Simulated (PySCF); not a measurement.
**CH6Al2Cl2: electronic excitations at several levels of theory**

Aim: compute the electronic excitations of CH6Al2Cl2 (`[CH3][AlH-]1[Cl+][AlH2-][Cl+]1`) at several levels, and see how far they spread and what each costs.

The runs use PySCF 2.14.0, with density-fitted response routines of our own; the level of theory stands in each step. All values are computed, except where a source is named. Atoms are numbered from 0 throughout.

## (1) The molecule as given

11 atoms, charge 0, multiplicity 1; geometry from: GFN2-xTB.

Bonds of the start (Å): C0–Al1 1.98, Al1–Cl2 2.23, Cl2–Al3 2.18, Al3–Cl4 2.18, Cl4–Al1 2.23, C0–H5 1.10, C0–H6 1.09, C0–H7 1.10, Al1–H8 1.54, Al3–H9 1.54, Al3–H10 1.54.

## (2) Optimising the geometry at PBE0-D3(BJ)/def2-SVP

What the job is given:

```
{"job": {"xc": "PBE0", "basis": "def2-SVP", "d3": "d3bj", "grid": 1, "kind": "geom"}, "charge": 0, "multiplicity": 1}
C     -2.093263    -0.400080    -0.097128
Al    -0.547140     0.833100    -0.062087
Cl     0.964200     0.209353     1.457254
Al     2.394878    -0.287751    -0.106166
Cl     0.954145     0.322781    -1.625852
H     -2.205594    -0.950606    -1.038743
H     -3.018031     0.170560     0.029853
H     -2.089018    -1.156099     0.697494
H     -0.473211     2.369202    -0.000159
H      2.551188    -1.820912    -0.162431
H      3.567270     0.713123    -0.078077
```

The program printed:

```text
step   0  E = -1446.07887258  max force = 0.036622
step   1  E = -1446.09160634  max force = 0.004749
step   2  E = -1446.09190656  max force = 0.002866
step   3  E = -1446.09200367  max force = 0.000945
step   4  E = -1446.09201257  max force = 0.000383
optimisation converged
```

Wall time 42 s (1 thread, shared host).

The steps of the relaxation:

```csv
step,energy from step 0 (eV),largest force component (eV/Å)
0,0.0000,1.8832
1,-0.3465,0.2442
2,-0.3547,0.1474
3,-0.3573,0.0486
4,-0.3576,0.0197
```

Distances of close pairs at the start and the end, largest changes first:

```
   bond  before (Å)  after (Å)  change (Å)
Cl2–Al3       2.177      2.311      +0.134
Al3–Cl4       2.181      2.308      +0.127
Al1–Cl4       2.227      2.333      +0.106
Al1–Cl2       2.232      2.332      +0.100
 Al1–H8       1.539      1.578      +0.039
 Al3–H9       1.542      1.578      +0.035
Al3–H10       1.542      1.577      +0.035
 C0–Al1       1.978      1.945      -0.033
```

The end geometry stands in the next job.

```
                         at the end point                value
  point group (found at 0.08 Å tolerance)                   C1
rotational constants (GHz, main isotopes)  2.278, 1.645, 1.099
                        dipole moment (D)                 0.96
```

## (3) TDDFT and polarisability: PBE0/aug-cc-pVDZ

What the job is given:

```
{"job": {"kind": "uv", "xc": "PBE0", "basis": "aug-cc-pVDZ"}, "charge": 0, "multiplicity": 1}
C     -2.088027    -0.363395    -0.111325
Al    -0.604754     0.893525    -0.064352
Cl     0.929772     0.212043     1.553511
Al     2.452295    -0.363316    -0.086585
Cl     0.939224     0.286267    -1.704429
H     -2.120718    -0.901947    -1.072296
H     -3.054555     0.149519     0.018663
H     -1.997844    -1.119818     0.684704
H     -0.632718     2.470632    -0.017729
H      2.566283    -1.936210    -0.126881
H      3.631576     0.682766    -0.057432
```

Method: TDDFT PBE0/aug-cc-pVDZ, vertical, gas phase, core orbitals frozen in the response.

The program printed:

```text
coarse grid: 11304 points
cycle   1  E = -1446.4881380556  dE =  6.482e-02  |g| = 4.030e-01  |ddm| = 6.332e+00
cycle   2  E = -1446.4827626531  dE =  5.375e-03  |g| = 4.239e-01  |ddm| = 2.090e+00
cycle   3  E = -1446.5334729183  dE = -5.071e-02  |g| = 4.009e-02  |ddm| = 9.378e-01
cycle   4  E = -1446.5339382984  dE = -4.654e-04  |g| = 1.244e-02  |ddm| = 1.205e-01
cycle   5  E = -1446.5339806506  dE = -4.235e-05  |g| = 2.636e-03  |ddm| = 3.636e-02
cycle   6  E = -1446.5339828879  dE = -2.237e-06  |g| = 5.601e-04  |ddm| = 6.624e-03
final grid: 90712 points
cycle   7  E = -1446.5601750053  dE = -9.058e-06  |g| = 4.818e-03  |ddm| = 6.214e-02
cycle   8  E = -1446.5601724870  dE =  2.518e-06  |g| = 5.732e-03  |ddm| = 2.041e-02
cycle   9  E = -1446.5601813636  dE = -8.877e-06  |g| = 2.808e-04  |ddm| = 1.088e-02
cycle  10  E = -1446.5601813872  dE = -2.361e-08  |g| = 4.840e-05  |ddm| = 8.048e-04
cycle  11  E = -1446.5601813879  dE = -6.598e-10  |g| = 1.368e-05  |ddm| = 1.949e-04
converged SCF energy = -1446.5601813879

Static polarisability (au): isotropic 93.970, principal 86.994 88.238 106.679

Singlet excitations
state   eV       nm        f      main configurations
  1   6.1393    202.0   0.00078   H->L 0.95
  2   6.5710    188.7   0.00052   H-1->L 0.90
  3   6.9338    178.8   0.03395   H->L+1 0.86
  4   7.1850    172.6   0.00897   H->L+3 0.66, H->L+2 0.13, H-1->L+1 0.12
  5   7.2505    171.0   0.05780   H->L+2 0.62, H-1->L+1 0.22
  6   7.2861    170.2   0.00003   H-2->L 0.97
  7   7.5589    164.0   0.09554   H-1->L+1 0.37, H->L+3 0.26, H->L+2 0.10
  8   7.5758    163.7   0.00072   H->L+4 0.85
  9   7.6836    161.4   0.11915   H-1->L+2 0.43, H-1->L+3 0.28, H->L+5 0.15
 10   7.8215    158.5   0.03134   H->L+5 0.64, H-1->L+2 0.16

Triplet excitations (Tamm-Dancoff, eV): 5.8253 6.1331 6.6362 6.7490
```

Wall time 38 s (1 thread, shared host).

The orbitals next to the gap, with their largest atomic shares:

| orbital | eV | atoms |
| --- | --- | --- |
| HOMO−3 | -9.97 | Cl2 46 %, Cl4 45 % |
| HOMO−2 | -9.35 | H8 16 %, Cl2 16 %, Cl4 16 % |
| HOMO−1 | -8.65 | Al3 25 %, H9 21 %, H10 19 % |
| HOMO | -8.18 | C0 26 %, H8 15 %, Al1 13 % |
| LUMO | -0.86 | Al3 40 %, Al1 26 %, Cl2 8 % |
| LUMO+1 | -0.22 | Al3 27 %, Al1 21 %, H5 10 % |
| LUMO+2 | 0.04 | Al3 23 %, Al1 19 %, Cl2 9 % |

With each of the 10 states as a Gaussian band of 0.4 eV half-width at 1/e, the curve within the window shown has maxima at 164 nm (ε 11,000) L/(mol cm). Beyond the last state computed it falls off for lack of states. The curve at chosen wavelengths:

| nm | ε (L/mol/cm) |
| --- | --- |
| 153 | 2740 |
| 156 | 5555 |
| 159 | 8559 |
| 162 | 10441 |
| 164 | 10700 |
| 167 | 9790 |
| 170 | 8064 |
| 173 | 6260 |
| 176 | 4703 |
| 179 | 3429 |
| 181 | 2714 |
| 184 | 1826 |
| 187 | 1150 |
| 190 | 677 |
| 193 | 377 |
| 196 | 205 |
| 198 | 138 |
| 201 | 81 |
| 204 | 52 |
| 207 | 37 |
| 210 | 26 |
| 213 | 19 |
| 215 | 15 |
| 218 | 10 |
| 221 | 6 |
| 224 | 3 |

Ground-state properties from the same run:

| property | computed |
| --- | --- |
| dipole moment (D) | 0.93 |
| polarisability (Å³) | 13.92 |
| HOMO–LUMO gap (eV) | 7.32 |
| −ε(HOMO) (eV) | 8.18 |

## (4) Ultraviolet spectrum: PBE0/def2-TZVPD

Settings changed since step 3:

```diff
@@ -1,2 +1,2 @@
-{"job": {"kind": "uv", "xc": "PBE0", "basis": "aug-cc-pVDZ"}, "charge": 0, "multiplicity": 1}
+{"job": {"kind": "uv", "xc": "PBE0", "basis": "def2-TZVPD"}, "charge": 0, "multiplicity": 1}
 C     -2.088027    -0.363395    -0.111325
```

Level: TDDFT PBE0/def2-TZVPD, vertical, gas phase, core orbitals frozen in the response.

The program printed:

```text
coarse grid: 11304 points
cycle   1  E = -1446.5636889612  dE =  1.332e-02  |g| = 4.354e-01  |ddm| = 2.754e+00
cycle   2  E = -1446.5567045874  dE =  6.984e-03  |g| = 4.596e-01  |ddm| = 9.018e-01
cycle   3  E = -1446.6100126357  dE = -5.331e-02  |g| = 4.587e-02  |ddm| = 4.376e-01
cycle   4  E = -1446.6105238813  dE = -5.112e-04  |g| = 1.781e-02  |ddm| = 5.552e-02
cycle   5  E = -1446.6105841488  dE = -6.027e-05  |g| = 2.848e-03  |ddm| = 1.671e-02
cycle   6  E = -1446.6105857139  dE = -1.565e-06  |g| = 1.081e-03  |ddm| = 3.461e-03
final grid: 90712 points
cycle   7  E = -1446.6095583410  dE = -2.761e-05  |g| = 6.091e-03  |ddm| = 9.714e-02
cycle   8  E = -1446.6095562226  dE =  2.118e-06  |g| = 6.362e-03  |ddm| = 9.700e-03
cycle   9  E = -1446.6095654997  dE = -9.277e-06  |g| = 5.816e-04  |ddm| = 5.433e-03
cycle  10  E = -1446.6095655754  dE = -7.570e-08  |g| = 1.181e-04  |ddm| = 5.871e-04
cycle  11  E = -1446.6095655787  dE = -3.240e-09  |g| = 2.672e-05  |ddm| = 1.446e-04
cycle  12  E = -1446.6095655789  dE = -1.751e-10  |g| = 9.116e-06  |ddm| = 3.517e-05
converged SCF energy = -1446.6095655789

Static polarisability (au): isotropic 94.000, principal 86.762 88.626 106.612

Singlet excitations
state   eV       nm        f      main configurations
  1   6.1663    201.1   0.00072   H->L 0.95
  2   6.5701    188.7   0.00043   H-1->L 0.90
  3   6.9438    178.6   0.02212   H->L+1 0.87
  4   7.1843    172.6   0.01137   H->L+2 0.44, H->L+3 0.31, H-1->L+1 0.17
  5   7.2999    169.8   0.00003   H-2->L 0.97
  6   7.3171    169.4   0.04782   H->L+2 0.42, H-1->L+1 0.34, H->L+3 0.13
  7   7.5891    163.4   0.14106   H->L+3 0.49, H-1->L+1 0.31, H-1->L+3 0.10
  8   7.6233    162.6   0.00077   H->L+4 0.89
  9   7.6997    161.0   0.10007   H-1->L+2 0.83
 10   7.9276    156.4   0.06515   H->L+5 0.48, H-3->L 0.29, H-1->L+3 0.10

Triplet excitations (Tamm-Dancoff, eV): 5.8454 6.1274 6.6342 6.7130
```

It took 68 s on 1 thread, shared host.

This run: HOMO -8.18 eV, LUMO -0.82 eV; lowest singlet 6.17 eV.

## (5) Ultraviolet spectrum: PBE0/6-31+G*

Settings changed since step 4:

```diff
@@ -1,2 +1,2 @@
-{"job": {"kind": "uv", "xc": "PBE0", "basis": "def2-TZVPD"}, "charge": 0, "multiplicity": 1}
+{"job": {"kind": "uv", "xc": "PBE0", "basis": "6-31+G*"}, "charge": 0, "multiplicity": 1}
 C     -2.088027    -0.363395    -0.111325
```

With the program's defaults for keys left out, this is: TDDFT PBE0/6-31+G*, vertical, gas phase, core orbitals frozen in the response.

The program printed:

```text
coarse grid: 11304 points
cycle   1  E = -1446.4864169564  dE =  4.282e-02  |g| = 4.099e-01  |ddm| = 3.073e+00
cycle   2  E = -1446.4818276393  dE =  4.589e-03  |g| = 4.272e-01  |ddm| = 1.128e+00
cycle   3  E = -1446.5339740462  dE = -5.215e-02  |g| = 3.967e-02  |ddm| = 6.576e-01
cycle   4  E = -1446.5344175325  dE = -4.435e-04  |g| = 1.354e-02  |ddm| = 9.807e-02
cycle   5  E = -1446.5344726086  dE = -5.508e-05  |g| = 1.781e-03  |ddm| = 3.082e-02
cycle   6  E = -1446.5344737685  dE = -1.160e-06  |g| = 1.941e-04  |ddm| = 6.276e-03
final grid: 90712 points
cycle   7  E = -1446.4761769741  dE = -9.019e-06  |g| = 4.904e-03  |ddm| = 3.288e-02
cycle   8  E = -1446.4761744230  dE =  2.551e-06  |g| = 5.861e-03  |ddm| = 1.239e-02
cycle   9  E = -1446.4761837457  dE = -9.323e-06  |g| = 2.823e-04  |ddm| = 7.187e-03
cycle  10  E = -1446.4761837705  dE = -2.484e-08  |g| = 4.984e-05  |ddm| = 5.779e-04
cycle  11  E = -1446.4761837712  dE = -7.071e-10  |g| = 1.002e-05  |ddm| = 1.051e-04
converged SCF energy = -1446.4761837712

Static polarisability (au): isotropic 82.273, principal 74.782 78.285 93.752

Singlet excitations
state   eV       nm        f      main configurations
  1   6.2362    198.8   0.00067   H->L 0.95
  2   6.6682    185.9   0.00017   H-1->L 0.90
  3   7.0232    176.5   0.03001   H->L+1 0.86
  4   7.2595    170.8   0.00390   H->L+3 0.53, H->L+2 0.29, H-1->L+1 0.10
  5   7.3668    168.3   0.09490   H->L+2 0.49, H-1->L+1 0.30, H->L+3 0.10
  6   7.4081    167.4   0.00009   H-2->L 0.97
  7   7.6584    161.9   0.08512   H-1->L+1 0.39, H->L+3 0.32, H-1->L+3 0.10
  8   7.6819    161.4   0.00084   H->L+4 0.89
  9   7.8140    158.7   0.12165   H-1->L+2 0.67, H-1->L+3 0.19, H->L+5 0.09
 10   8.0114    154.8   0.02323   H-3->L 0.93

Triplet excitations (Tamm-Dancoff, eV): 5.9602 6.2739 6.7417 6.8609
```

Wall time 19 s (1 thread, shared host).

This run: HOMO -8.23 eV, LUMO -0.82 eV; lowest singlet 6.24 eV.

## (6) Side by side: electronic excitations

Excitations and ground-state properties, with basis size and wall time:

| run | lowest singlet (eV) | brightest (eV) | f | gap (eV) | α (Å³) | μ (D) | functions | time |
| --- | --- | --- | --- | --- | --- | --- | --- | --- |
| PBE0/aug-cc-pVDZ | 6.14 | 7.68 | 0.119 | 7.32 | 13.92 | 0.93 | 185 | 38 s |
| PBE0/def2-TZVPD | 6.17 | 7.59 | 0.141 | 7.36 | 13.93 | 0.92 | 269 | 68 s |
| PBE0/6-31+G* | 6.24 | 7.81 | 0.122 | 7.42 | 12.19 | 0.90 | 118 | 19 s |

## (7) Outcome

```
                                quantity                        value
                             point group                           C1
    rotational constants (main isotopes)         2.28, 1.65, 1.10 GHz
       lowest singlet (PBE0/aug-cc-pVDZ)  6.14 eV (202 nm), f = 0.001
brightest single state of those computed  state 9, 7.68 eV, f = 0.119
                          lowest triplet                      5.83 eV
             range of the lowest singlet              6.14 to 6.24 eV
```

**Reading.** Single values in the summary come from the first run of each kind that ended normally (PBE0/aug-cc-pVDZ), which need not be the best level. Over 4 steps the energy fell by 0.358 eV; of the close pairs, Cl2–Al3 changed most, 2.177 to 2.311 Å. The first singlet state (HOMO→LUMO 0.95) lies at 6.14 eV and is dark; of the 10 states computed, the strongest absorption comes from state 9 at 7.68 eV. The lowest triplet lies 0.31 eV below the lowest singlet (triplets in Tamm-Dancoff, singlets in full TDDFT). The lowest singlet runs from 6.14 eV (PBE0/aug-cc-pVDZ) to 6.24 eV (PBE0/6-31+G*), while the orbital gap spans 7.32 to 7.42 eV. The lowest state need not be the same one in every run.
